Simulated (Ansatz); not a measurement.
**H6NPSSi: a ladder of functionals and wavefunction methods**

The task here is to estimate one member of a computed series from the others.

Method: functionals in def2-TZVPP, the program's frozen cores in correlated methods; program: Ansatz 0.2.0, Gaussian basis.

Levels to be run: LDA (SPW92), PBE-D4, revPBE-D4, BLYP-D4, r2SCAN-D4, B97M-V, PBE0-D4, B3LYP-D4, r2SCANh-D4, r2SCAN0-D4, HSE06-D4, BHLYP-D4, CAM-B3LYP-D4, LC-ωPBE, ωB97X-V, ωB97M-V, B2PLYP, PBE-QIDH; CCSD(T)/def2-SVP; CCSD(T)/def2-TZVPP; MP2/def2-QZVPP; extrapolation to the limit; RPA on PBE.

### The relaxed structure

The geometry comes from an earlier relaxation with PBE0-D4 in a triple-zeta def2 set; it is a stationary point, not always the lowest conformer.

SMILES `NPS[SiH3]`, 10 atoms, charge 0, spin multiplicity 1.

Atoms are counted from 1 here; the program's logs count them from 0.

Bond lengths: N1–P2 1.685 Å, N1–H5 1.008 Å, N1–H6 1.010 Å, P2–S3 2.152 Å, P2–H7 1.416 Å, S3–Si4 2.132 Å, Si4–H8 1.484 Å, Si4–H9 1.485 Å, Si4–H10 1.487 Å. Angles: P2–N1–H5 114.8°, P2–N1–H6 119.9°, H5–N1–H6 111.6°, N1–P2–S3 107.9°, N1–P2–H7 96.9°, S3–P2–H7 92.4°, P2–S3–Si4 95.7°, S3–Si4–H8 111.4°, S3–Si4–H9 106.9°, S3–Si4–H10 110.6°, H8–Si4–H9 109.9°, H8–Si4–H10 108.7°, H9–Si4–H10 109.4°.

The first run:

Input file in.yaml:

```yaml
crystal:
  periodic: [false, false, false]
  atoms:
    - {symbol: N, position_ang: [-0.194347, 2.018762, -0.852069]}
    - {symbol: P, position_ang: [0.464448, 0.507272, -1.199862]}
    - {symbol: S, position_ang: [1.255625, -0.305860, 0.628416]}
    - {symbol: Si, position_ang: [-0.305183, -1.729372, 0.919662]}
    - {symbol: H, position_ang: [-1.180247, 2.011493, -0.640123]}
    - {symbol: H, position_ang: [0.308005, 2.662541, -0.258097]}
    - {symbol: H, position_ang: [1.737234, 0.967691, -1.616608]}
    - {symbol: H, position_ang: [-0.290724, -2.772998, -0.135614]}
    - {symbol: H, position_ang: [-0.078847, -2.351678, 2.248466]}
    - {symbol: H, position_ang: [-1.632763, -1.059050, 0.908629]}
basis:
  gaussian: {orbitals: def2-TZVPP}
hamiltonian: {xc: lda}
output: {orbitals: {seedname: orbitals}}
```

On the command line:

```console
> ansatz run in.yaml --threads 2 --pin off --events-out ev --progress --plain --max-ram 4352MiB
```

Steps of the session up to this table: LDA; PBE-D4 (GGA); revPBE-D4 (GGA); BLYP-D4 (GGA); r2SCAN-D4 (meta-GGA); B97M-V (meta-GGA); PBE0-D4 (hybrid); B3LYP-D4 (hybrid); r2SCANh-D4 (hybrid); r2SCAN0-D4 (hybrid); HSE06-D4 (hybrid); BHLYP-D4 (hybrid); CAM-B3LYP-D4 (range-separated); LC-ωPBE (range-separated); ωB97X-V (range-separated); ωB97M-V (range-separated); B2PLYP (double hybrid); PBE-QIDH (double hybrid).

One table of the session follows, with a row left open; its other results are not shown here.

It belongs to the step «Orbital energies across the functionals». 

| functional | HOMO (eV) | gap (eV) |
| --- | --- | --- |
| LDA (SPW92) | -6.07 | 4.79 |
| PBE-D4 | -5.97 | 4.91 |
| revPBE-D4 | -5.93 | 4.97 |
| BLYP-D4 | -5.81 | 4.88 |
| r2SCAN-D4 | -6.22 | 5.45 |
| B97M-V | -6.35 | 5.45 |
| PBE0-D4 | -7.12 | 6.91 |
| B3LYP-D4 | -6.90 | 6.47 |
| r2SCANh-D4 | -6.64 | 6.17 |
| r2SCAN0-D4 | -7.27 | 7.24 |
| HSE06-D4 | -6.72 | 6.13 |
| BHLYP-D4 | -8.13 | 8.78 |
| CAM-B3LYP-D4 | -8.39 | 9.17 |
| LC-ωPBE | -9.71 | 11.66 |
| ωB97X-V | ? | ? |
| ωB97M-V | -9.23 | 10.75 |

Estimate the missing values for ωB97X-V.

**Answer.** HOMO (eV): -9.38; gap (eV): 11.19. In the column «HOMO (eV)» it lies between LC-ωPBE (-9.71) and ωB97M-V (-9.23).
